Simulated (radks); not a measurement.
**Ionisation of Mo³⁺: one atom, several choices of relativity**

The task here is to estimate one member of a computed series from the others.

The numbers are computed with radks (a radial shooting solver on a logarithmic mesh, Libxc functionals) version 1 (Kohn-Sham, BLYP, spin-unpolarised, spherical densities), except any that are marked as measured or tabulated.

## The system

* element: molybdenum (Z = 42)
* charge: +3
* electrons: 39
* configuration: [Kr] 4d3
* ion: Mo⁴⁺, [Kr] 4d2
* choices: non-relativistic; scalar-relativistic; Dirac, 2j+1 shares; Dirac, low j first; scalar-relativistic, finite nucleus; Dirac, 2j+1 shares, finite nucleus; Dirac, c × 0.75; Dirac, c × 1.25; Dirac, c × 100

The first run:

Settings of this run:

```text
Z 42
configuration [Kr] 4d3
relativity non-relativistic
functional b88,lyp
spin unpolarised
nucleus point
```

Among the steps run: non-relativistic: Mo³⁺.

One of the session's tables, all rows but one given; the rest of the session is left out.

Radial moments (bohr):

```
level     <r>  outermost maximum (interpolated)  90 % within  nodes
   2s  0.1587                             0.134        0.244      1
   2p       ?                                 ?            ?      ?
   3s  0.4409                             0.395        0.651      2
   3p  0.4358                             0.382        0.658      1
   3d  0.4144                             0.322        0.662      0
   4s   1.122                              1.01         1.63      3
   4p   1.221                              1.07         1.80      2
   4d   1.603                              1.30         2.48      1
```

Q: Estimate the row for 2p from the others.

As computed: <r>: 0.1360; outermost maximum (interpolated): 0.106; 90 % within: 0.221; nodes: 0. In the column «<r>» it is the lowest.

To keep in mind: Runs with a scaled speed of light are not ranked. Spin polarisation and multiplet splitting of open shells are left out at every level.
